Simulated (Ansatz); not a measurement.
Predict the output of the script below (the Ansatz DFT code, driven from Python).

`methods_bh6o2psi.py`:
```python
from pathlib import Path
import logging
import sys

import ansatz as az
import numpy as np

logging.basicConfig(stream=sys.stdout, format='[%(levelname)s] %(message)s')
log = logging.getLogger('bh6o2psi')
log.setLevel(logging.INFO)


def main() -> None:
    geometry_ang = [
        ('O', (-1.7808, 0.501, 1.1041)),
        ('Si', (-0.9987, 0.5658, -0.4084)),
        ('B', (0.817, 0.0275, -0.1497)),
        ('O', (2.0096, 0.9505, -0.4818)),
        ('P', (1.2526, -1.7195, 0.5826)),
        ('H', (-1.4094, 1.2839, 1.6228)),
        ('H', (-1.0029, 1.9286, -0.9675)),
        ('H', (-1.6025, -0.3495, -1.3466)),
        ('H', (2.1539, 0.7479, -1.3801)),
        ('H', (0.3397, -2.4094, -0.2645)),
        ('H', (0.2869, -1.5839, 1.7099)),
    ]
    system = az.Crystal.molecule()
    for symbol, xyz in geometry_ang:
        system = system.atom(symbol, xyz)

    calculation = system.calculation().basis(gaussian='def2-SVP')

    log.info('functional    E (Ha)        dipole (D)   HOMO (eV)  LUMO (eV)')
    for name in ['r2scan0', 'lc_wpbe', 'hse06', 'blyp', 'pbe0']:
        data = calculation.functional(name).forces().orbitals().run(threads=1, backend='cpu', runs_dir='runs').report
        lines = Path(data['orbitals_path']).read_text().splitlines()
        field_of = lambda key: [line.split('=')[1].strip() for line in lines if line.startswith(key)]
        orbitals = [(27.211386 * float(e), s, float(n)) for e, s, n in zip(field_of('Ene='), field_of('Spin='), field_of('Occup='))]
        homo = max(e for e, _, n in orbitals if n > 0.5)
        lumo = min(e for e, _, n in orbitals if n < 0.5)
        dipole = 4.803205 * np.linalg.norm(data['charge_distribution']['dipole_moment_e_ang'])
        log.info(f'{name:10s} {data["free_energy_ev"] / 27.211386246:14.6f} {dipole:9.3f} {homo:11.3f} {lumo:10.3f}')


if __name__ == '__main__':
    main()
```

`python methods_bh6o2psi.py` gives:
```text
[INFO] functional    E (Ha)        dipole (D)   HOMO (eV)  LUMO (eV)
[INFO] r2scan0       -809.245719     1.458      -6.955     -2.500
[INFO] lc_wpbe       -809.117763     1.531      -9.388     -0.303
[INFO] hse06         -808.952561     1.399      -6.373     -2.992
[INFO] blyp          -809.366201     1.228      -5.321     -3.219
[INFO] pbe0          -808.974604     1.405      -6.770     -2.609
```

Total energies depend on the basis set; only differences at equal settings carry meaning. The geometry is a force-field or estimated start, not a minimum of this method, and the basis set is short of its limit. A lower total doesn't mark the better method: functionals have no common bound, and MP2 and coupled cluster aren't variational. Levels such as HOMO and LUMO are orbital energies: with these approximate functionals they aren't the ionisation energy and electron affinity, and their gap isn't the fundamental gap. hse06 follows the composition of plane-wave codes, whose totals differ by tens of mHa, up to about 0.1 Ha, from the form usual in Gaussian-basis programs (wpbeh). Run time: 24 s on 1 thread of Arm Neoverse V2, with other jobs on the host, peak memory 0.32 GiB.
